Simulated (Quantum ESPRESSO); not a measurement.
# NbSi (Fm-3m) in Quantum ESPRESSO: notebook

Runs on NbSi. Level: LDA. Tasks: phonons.

Program: Quantum ESPRESSO 7.5. These are calculated values, not measurements. Logs are shortened: lines on timing, memory, paths and dates and some standing lists are left out, and cuts for length are marked.

### 1 The structure

It takes space group Fm-3m (No. 225, cubic). Conventional cell: a = 5.148 Å, b = 5.148 Å, c = 5.148 Å, α = 90.00°, β = 90.00°, γ = 90.00°. Nb (site symmetry m-3m) is surrounded by 6 Si at 2.57 Å. Si (site symmetry m-3m) is surrounded by 6 Nb at 2.57 Å.

The cell was built by a generator and needn't be a form met in nature.

### 2 Phonons, LDA, target pressure -3 GPa, at which the enthalpy is minimised

The input, pw.in:

```
&CONTROL
  calculation = 'scf'
  prefix = 'pwscf'
  outdir = './tmp'
  pseudo_dir = './pseudo'
  tprnfor = .true.
  tstress = .true.
  disk_io = 'low'
/
&SYSTEM
  ibrav = 0
  nat = 2
  ntyp = 2
  ecutwfc = 45
  ecutrho = 360
  nbnd = 15
  occupations = 'smearing'
  smearing = 'mv'
  degauss = 0.01469973
/
&ELECTRONS
  conv_thr = 4d-10
  electron_maxstep = 120
  mixing_beta = 0.5
/
ATOMIC_SPECIES
Nb    92.9064 nb_lda_v1.uspp.F.UPF
Si    28.0850 si_lda_v1.uspp.F.UPF
CELL_PARAMETERS angstrom
   0.0000000000    2.5738300000    2.5738300000
   2.5738300000    0.0000000000    2.5738300000
   2.5738300000    2.5738300000    0.0000000000
ATOMIC_POSITIONS crystal
Nb     0.0000000000    0.0000000000    0.0000000000
Si     0.5000000000    0.5000000000    0.5000000000
K_POINTS automatic
9 9 9 0 0 0
```

The input, relax.in:

```
&CONTROL
  calculation = 'vc-relax'
  prefix = 'pwscf'
  outdir = './tmp'
  pseudo_dir = './pseudo'
  tprnfor = .true.
  tstress = .true.
  disk_io = 'low'
  nstep = 40
  forc_conv_thr = 0.0001
  etot_conv_thr = 1d-06
/
&SYSTEM
  ibrav = 0
  nat = 2
  ntyp = 2
  ecutwfc = 45
  ecutrho = 360
  nbnd = 15
  occupations = 'smearing'
  smearing = 'mv'
  degauss = 0.01469973
/
&ELECTRONS
  conv_thr = 4d-10
  electron_maxstep = 120
  mixing_beta = 0.5
/
&IONS
  ion_dynamics = 'bfgs'
/
&CELL
  cell_dynamics = 'bfgs'
  press = -30
  press_conv_thr = 0.2
/
ATOMIC_SPECIES
Nb    92.9064 nb_lda_v1.uspp.F.UPF
Si    28.0850 si_lda_v1.uspp.F.UPF
CELL_PARAMETERS angstrom
   0.0000000000    2.5738300000    2.5738300000
   2.5738300000    0.0000000000    2.5738300000
   2.5738300000    2.5738300000    0.0000000000
ATOMIC_POSITIONS crystal
Nb     0.0000000000    0.0000000000    0.0000000000
Si     0.5000000000    0.5000000000    0.5000000000
K_POINTS automatic
9 9 9 0 0 0
```

The input, scf2.in:

```
&CONTROL
  calculation = 'scf'
  prefix = 'pwscf'
  outdir = './tmp'
  pseudo_dir = './pseudo'
  tprnfor = .true.
  tstress = .true.
  disk_io = 'low'
/
&SYSTEM
  ibrav = 0
  nat = 2
  ntyp = 2
  ecutwfc = 45
  ecutrho = 360
  nbnd = 15
  occupations = 'smearing'
  smearing = 'mv'
  degauss = 0.01469973
/
&ELECTRONS
  conv_thr = 1d-13
  electron_maxstep = 120
  mixing_beta = 0.5
  startingpot = 'file'
  startingwfc = 'file'
/
ATOMIC_SPECIES
Nb    92.9064 nb_lda_v1.uspp.F.UPF
Si    28.0850 si_lda_v1.uspp.F.UPF
CELL_PARAMETERS angstrom
   0.0000000000    2.5472087592    2.5472087592
   2.5472087592    0.0000000000    2.5472087592
   2.5472087592    2.5472087592    0.0000000000
ATOMIC_POSITIONS crystal
Nb     0.0000000000    0.0000000000    0.0000000000
Si     0.5000000000    0.5000000000    0.5000000000
K_POINTS automatic
9 9 9 0 0 0
```

The input, ph.in:

```
phonons of NbSi
&INPUTPH
  prefix = 'pwscf'
  outdir = './tmp'
  tr2_ph = 1d-18
  fildyn = 'dyn'
  niter_ph = 90
  alpha_mix(1) = 0.4
/
0.0000000000 0.0000000000 0.0000000000
```

The input, dynmat.in:

```
&INPUT
  fildyn = 'dyn'
  asr = 'crystal'
  filout = 'dynmat.disp'
  fileig = 'dynmat.eig'
/
```

Potentials or basis: GBRV 1.5 LDA.

Command:

```console
$ OMP_NUM_THREADS=1 pw.x -in pw.in > pw.out
$ OMP_NUM_THREADS=1 pw.x -in relax.in > relax.out
$ OMP_NUM_THREADS=1 pw.x -in scf2.in > scf2.out
$ OMP_NUM_THREADS=1 ph.x -in ph.in > ph.out
$ OMP_NUM_THREADS=1 dynmat.x -in dynmat.in > dynmat.out
```

pw.out:

```text
This program is part of the open-source Quantum ESPRESSO suite
     for quantum simulation of materials; please cite
[... 9 lines left out ...]
     --------------------
     sticks:   dense  smooth     PW     G-vecs:    dense   smooth      PW
     Sum        1159     583    187                26469     9377    1639

     Using Slab Decomposition

     bravais-lattice index     =            0
     lattice parameter (alat)  =       6.8785  a.u.
     unit-cell volume          =     230.1263 (a.u.)^3
     number of atoms/cell      =            2
     number of atomic types    =            2
     number of electrons       =        17.00
     number of Kohn-Sham states=           15
     kinetic-energy cutoff     =      45.0000  Ry
     charge density cutoff     =     360.0000  Ry
     scf convergence threshold =      4.0E-10
     mixing beta               =       0.5000
     number of iterations used =            8  plain     mixing
     Exchange-correlation= SLA  PZ   NOGX NOGC
                           (   1   1   0   0   0   0   0)

     celldm(1)=   6.878500  celldm(2)=   0.000000  celldm(3)=   0.000000
     celldm(4)=   0.000000  celldm(5)=   0.000000  celldm(6)=   0.000000

     crystal axes: (cart. coord. in units of alat)
               a(1) = (   0.000000   0.707107   0.707107 )
               a(2) = (   0.707107   0.000000   0.707107 )
               a(3) = (   0.707107   0.707107   0.000000 )

     reciprocal axes: (cart. coord. in units 2 pi/alat)
               b(1) = ( -0.707107  0.707107  0.707107 )
               b(2) = (  0.707107 -0.707107  0.707107 )
               b(3) = (  0.707107  0.707107 -0.707107 )

     PseudoPot. # 1 for Nb read from file:
     nb_lda_v1.uspp.F.UPF
     Pseudo is Ultrasoft + core correction, Zval = 13.0
     Generated by new atomic code, or converted to UPF format
     Using radial grid of  887 points,  6 beta functions with:
                l(1) =   0
                l(2) =   0
                l(3) =   1
                l(4) =   1
                l(5) =   2
                l(6) =   2
     Q(r) pseudized with  6 coefficients,  rinner =    1.000   1.000   1.000
                                                       1.000   1.000

     PseudoPot. # 2 for Si read from file:
     si_lda_v1.uspp.F.UPF
     Pseudo is Ultrasoft + core correction, Zval =  4.0
     Generated by new atomic code, or converted to UPF format
     Using radial grid of  899 points,  6 beta functions with:
                l(1) =   0
                l(2) =   0
                l(3) =   1
                l(4) =   1
                l(5) =   2
                l(6) =   2
     Q(r) pseudized with  8 coefficients,  rinner =    0.900   0.900   0.900
                                                       0.900   0.900

     atomic species   valence    mass     pseudopotential
     Nb               13.00    92.90640     Nb( 1.00)
     Si                4.00    28.08500     Si( 1.00)

     48 Sym. Ops., with inversion, found

   Cartesian axes

     site n.     atom                  positions (alat units)
         1        Nb     tau(   1) = (   0.0000000   0.0000000   0.0000000  )
         2        Si     tau(   2) = (   0.7071068   0.7071068   0.7071068  )

     number of k points=    35  Marzari-Vanderbilt smearing, width (Ry)=  0.0147
                       cart. coord. in units 2pi/alat
        k(    1) = (   0.0000000   0.0000000   0.0000000), wk =   0.0027435
        k(    2) = (   0.0785674   0.0785674  -0.0785674), wk =   0.0219479
        k(    3) = (   0.1571348   0.1571348  -0.1571348), wk =   0.0219479
        k(    4) = (   0.2357023   0.2357023  -0.2357023), wk =   0.0219479
        k(    5) = (   0.3142697   0.3142697  -0.3142697), wk =   0.0219479
        k(    6) = (   0.1571348   0.0000000  -0.0000000), wk =   0.0164609
[... 27 lines left out ...]
        k(   34) = (  -0.0000000  -0.4714045   0.6285394), wk =   0.0658436
        k(   35) = (  -0.0785674  -0.3928371   0.7071068), wk =   0.0658436

     Dense  grid:    26469 G-vectors     FFT dimensions: (  45,  45,  45)

     Smooth grid:     9377 G-vectors     FFT dimensions: (  30,  30,  30)

     Initial potential from superposition of free atoms

     starting charge      16.9972, renormalised to      17.0000
     Starting wfcs are   17 randomized atomic wfcs

     Self-consistent Calculation

     iteration #  1     ecut=    45.00 Ry     beta= 0.50
     Davidson diagonalization with overlap
     ethr =  1.00E-02,  avg # of iterations =  4.8

     total energy              =    -127.65216689 Ry
     estimated scf accuracy    <       0.30662676 Ry

     iteration #  2     ecut=    45.00 Ry     beta= 0.50
     Davidson diagonalization with overlap
     ethr =  1.80E-03,  avg # of iterations =  2.3

     total energy              =    -127.73913980 Ry
     estimated scf accuracy    <       0.10067489 Ry

     iteration #  3     ecut=    45.00 Ry     beta= 0.50
     Davidson diagonalization with overlap
     ethr =  5.92E-04,  avg # of iterations =  1.4

     total energy              =    -127.75866158 Ry
     estimated scf accuracy    <       0.00181561 Ry

     iteration #  4     ecut=    45.00 Ry     beta= 0.50
     Davidson diagonalization with overlap
     ethr =  1.07E-05,  avg # of iterations =  5.1

     total energy              =    -127.75903474 Ry
     estimated scf accuracy    <       0.00013202 Ry

     iteration #  5     ecut=    45.00 Ry     beta= 0.50
     Davidson diagonalization with overlap
     ethr =  7.77E-07,  avg # of iterations =  2.9

     total energy              =    -127.75903953 Ry
     estimated scf accuracy    <       0.00002175 Ry

     iteration #  6     ecut=    45.00 Ry     beta= 0.50
     Davidson diagonalization with overlap
     ethr =  1.28E-07,  avg # of iterations =  2.1

     total energy              =    -127.75904336 Ry
     estimated scf accuracy    <       0.00000070 Ry

     iteration #  7     ecut=    45.00 Ry     beta= 0.50
     Davidson diagonalization with overlap
     ethr =  4.09E-09,  avg # of iterations =  3.5

     total energy              =    -127.75904385 Ry
     estimated scf accuracy    <       0.00000018 Ry

     iteration #  8     ecut=    45.00 Ry     beta= 0.50
     Davidson diagonalization with overlap
     ethr =  1.04E-09,  avg # of iterations =  1.8

     total energy              =    -127.75904390 Ry
     estimated scf accuracy    <          2.5E-09 Ry

     iteration #  9     ecut=    45.00 Ry     beta= 0.50
     Davidson diagonalization with overlap
     ethr =  1.48E-11,  avg # of iterations =  3.1

     End of self-consistent calculation

          k = 0.0000 0.0000 0.0000 (  1211 PWs)   bands (ev):

   -41.3479 -17.4218 -17.4218 -17.4218   3.1468  12.5185  12.5185  12.5185
    13.0913  13.0913  16.1916  16.1916  16.1916  22.1358  23.0729

          k = 0.0786 0.0786-0.0786 (  1203 PWs)   bands (ev):

   -41.3459 -17.4471 -17.4250 -17.4250   3.3827  12.0939  12.3952  12.3952
    12.9038  12.9038  15.9442  16.9768  16.9768  22.4958  23.6967

          k = 0.1571 0.1571-0.1571 (  1179 PWs)   bands (ev):

   -41.3408 -17.5107 -17.4329 -17.4329   4.0598  11.0012  11.6308  11.6308
    13.4016  13.4016  15.6290  18.5902  18.5902  21.9833  24.7699

          k = 0.2357 0.2357-0.2357 (  1167 PWs)   bands (ev):

   -41.3350 -17.5819 -17.4420 -17.4420   5.0877   9.5999  10.9861  10.9861
    14.2110  14.2110  15.6848  20.0354  20.2908  20.2908  22.9903

          k = 0.3143 0.3143-0.3143 (  1176 PWs)   bands (ev):

   -41.3312 -17.6279 -17.4480 -17.4480   6.2636   8.2287  10.6446  10.6446
    14.9271  14.9271  16.1183  18.4523  20.8212  20.8212  22.6382

          k = 0.1571 0.0000-0.0000 (  1195 PWs)   bands (ev):

   -41.3452 -17.4460 -17.4307 -17.4307   3.4550  12.0045  12.2254  12.5112
    12.5112  13.2016  16.5343  16.5343  17.0739  22.6793  24.0504

          k = 0.2357 0.0786-0.0786 (  1179 PWs)   bands (ev):

   -41.3411 -17.4929 -17.4406 -17.4369   3.9645  11.0708  11.6173  12.1482
    12.8534  13.5316  16.2320  17.3641  18.5462  22.7783  24.1181

          k = 0.3143 0.1571-0.1571 (  1173 PWs)   bands (ev):

   -41.3356 -17.5586 -17.4501 -17.4471   4.8353   9.9585  10.9622  11.4578
    13.5056  14.2978  15.9897  18.5661  20.1797  21.2233  23.1379

          k = 0.3928 0.2357-0.2357 (  1172 PWs)   bands (ev):

   -41.3311 -17.6102 -17.4587 -17.4548   5.9017   8.7435  10.6112  10.9378
    14.3152  14.9912  16.0516  19.1225  19.4427  21.3008  22.6515

          k =-0.2357-0.3928 0.3928 (  1173 PWs)   bands (ev):

   -41.3299 -17.6245 -17.4660 -17.4524   6.4619   8.1434  10.5763  10.7154
    14.9430  14.9732  16.0239  18.7725  19.8598  20.4188  23.1859

          k =-0.1571-0.3143 0.3143 (  1163 PWs)   bands (ev):

   -41.3324 -17.5955 -17.4652 -17.4441   5.5738   9.1262  10.8111  10.8203
    14.2103  14.7980  16.0046  19.0067  19.5971  22.1555  22.3338

          k =-0.0786-0.2357 0.2357 (  1177 PWs)   bands (ev):

   -41.3375 -17.5371 -17.4558 -17.4337   4.5328  10.4497  11.2400  11.2405
    13.4017  14.1249  16.0781  17.8940  20.3848  21.3499  23.0448

          k =-0.0000-0.1571 0.1571 (  1175 PWs)   bands (ev):

   -41.3428 -17.4781 -17.4400 -17.4262   3.7594  11.6764  11.7432  11.8971
    12.8596  13.4430  16.3389  16.7458  18.4679  22.8435  23.5547

          k = 0.3143 0.0000-0.0000 (  1182 PWs)   bands (ev):

   -41.3385 -17.5047 -17.4531 -17.4531   4.2492  10.4870  11.5905  12.6373
    12.6373  13.4954  17.0616  17.0616  18.3623  23.2495  23.8177

          k = 0.3928 0.0786-0.0786 (  1170 PWs)   bands (ev):
[... 56 lines left out ...]
   -41.3369 -17.5295 -17.4637 -17.4425   4.5442  10.3304  11.1910  11.7158
    13.1331  14.1295  16.7023  17.1310  19.8653  22.1162  22.9997

          k = 0.3928 0.2357-0.0786 (  1170 PWs)   bands (ev):

   -41.3320 -17.5742 -17.4830 -17.4524   5.3804   9.4978  10.7166  11.2314
    13.7476  14.8991  16.2629  17.7387  20.0051  22.2383  22.4084

          k =-0.2357-0.3928 0.5500 (  1174 PWs)   bands (ev):

   -41.3289 -17.6046 -17.4915 -17.4615   6.1781   8.7051  10.5086  10.9694
    14.5000  15.1214  15.8485  18.5015  19.2942  20.7101  23.5027

          k = 0.4714 0.1571-0.0000 (  1173 PWs)   bands (ev):

   -41.3302 -17.5726 -17.4906 -17.4720   5.3363   9.6731  10.7545  11.8881
    13.5188  14.8050  16.4471  16.8212  19.6090  20.8547  23.8277

          k =-0.1571-0.4714 0.6285 (  1172 PWs)   bands (ev):

   -41.3273 -17.5851 -17.5140 -17.4801   5.8478   9.5142  10.4542  11.4119
    14.1040  15.3563  15.7913  16.9834  18.5675  21.8092  23.6761

          k =-0.0786-0.3928 0.5500 (  1174 PWs)   bands (ev):

   -41.3266 -17.5800 -17.5332 -17.4769   6.1344   9.2748  10.3510  11.1464
    14.5651  14.9718  15.9049  17.3543  18.3895  21.7677  23.7498

          k =-0.0000-0.3143 0.4714 (  1172 PWs)   bands (ev):

   -41.3285 -17.5767 -17.5214 -17.4646   5.9401   9.2313  10.4395  11.0709
    14.2936  15.2657  16.1668  16.8936  19.6092  21.6519  23.0314

          k =-0.0786-0.5500 0.7071 (  1168 PWs)   bands (ev):

   -41.3259 -17.5940 -17.5081 -17.4956   5.6007  10.1276  10.5070  12.0281
    14.1246  15.3271  15.7202  15.9242  17.5657  21.3729  24.4564

          k =-0.0000-0.4714 0.6285 (  1169 PWs)   bands (ev):

   -41.3254 -17.5786 -17.5351 -17.4922   5.8712  10.1106  10.2736  11.3859
    14.2558  15.3984  16.0369  16.2497  17.3905  22.5287  24.1343

          k =-0.0786-0.3928 0.7071 (  1170 PWs)   bands (ev):

   -41.3256 -17.5673 -17.5412 -17.4951   5.9943   9.9362  10.3154  10.9753
    14.9283  15.1869  16.0039  16.0314  17.7404  23.2116  24.5419

     the Fermi energy is    13.7531 ev

!    total energy              =    -127.75904390 Ry
     estimated scf accuracy    <          2.8E-10 Ry
     smearing contrib. (-TS)   =       0.00026444 Ry
     internal energy E=F+TS    =    -127.75930834 Ry

     The total energy is F=E-TS. E is the sum of the following terms:
     one-electron contribution =     -27.23924035 Ry
     hartree contribution      =      21.01866169 Ry
     xc contribution           =     -22.69368840 Ry
     ewald contribution        =     -98.84504128 Ry

     convergence has been achieved in   9 iterations

     Forces acting on atoms (cartesian axes, Ry/au):

     atom    1 type  1   force =     0.00000000    0.00000000    0.00000000
     atom    2 type  2   force =    -0.00000000   -0.00000000   -0.00000000

     Total force =     0.000000     Total SCF correction =     0.000000

     Computing stress (Cartesian axis) and pressure

          total   stress  (Ry/bohr**3)                   (kbar)     P=      -75.63
  -0.00051413   0.00000000   0.00000000          -75.63        0.00        0.00
   0.00000000  -0.00051413   0.00000000            0.00      -75.63        0.00
   0.00000000   0.00000000  -0.00051413            0.00        0.00      -75.63

=------------------------------------------------------------------------------=
   JOB DONE.
=------------------------------------------------------------------------------=
```

It took 4.7 min on 1 thread of Arm Neoverse V1, shared host; peak memory 0.13 GiB.

Results:

* Free energy: -1738.2841 eV
* Relaxed volume: 16.53 Å³/atom
* Relaxed cell: a = 3.602 Å, b = 3.602 Å, c = 3.602 Å, α = 60.00°, β = 60.00°, γ = 60.00°
* Space group after relaxing (to 0.05 Å): Fm-3m (No. 225)
* Pressure after relaxing: -3.0 GPa
* Band gap on the k mesh: none (metal or under the smearing width)
* Highest phonon frequency at Γ: 374 cm⁻¹

The path:
| step | energy change (eV) | largest force (eV/Å) | pressure (GPa) | volume (Å³) |
| --- | --- | --- | --- | --- |
| 1 | 0.0000 | 0.0000 | -7.56 | 34.10 |
| 2 | -0.0290 | 0.0000 | -4.20 | 33.31 |
| 3 | -0.0350 | 0.0000 | -2.95 | 33.04 |
| 4 | -0.0348 | 0.0000 | -3.00 | 33.05 |

Final structure:
```cif
data_structure
_symmetry_space_group_name_H-M 'P 1'
_symmetry_Int_Tables_number 1
_cell_length_a 3.6023
_cell_length_b 3.6023
_cell_length_c 3.6023
_cell_angle_alpha 60.000
_cell_angle_beta 60.000
_cell_angle_gamma 60.000
_cell_volume 33.05
loop_
_atom_site_label
_atom_site_type_symbol
_atom_site_fract_x
_atom_site_fract_y
_atom_site_fract_z
_atom_site_occupancy
Nb1 Nb 0.00000 0.00000 0.00000 1
Si1 Si 0.50000 0.50000 0.50000 1
```

Phonon frequencies in cm⁻¹ (negative: imaginary):
```
              q point           frequencies
(0.000, 0.000, 0.000)  -7 -7 -7 374 374 374
```

Optical modes at Γ, degenerate ones joined:
```tsv
cm⁻¹	components	symmetry	active in
374	3	T1u	IR
```

Caveat: the cell is more than 3 GPa from zero pressure, which shifts response properties.

[end of part 1 of 3]
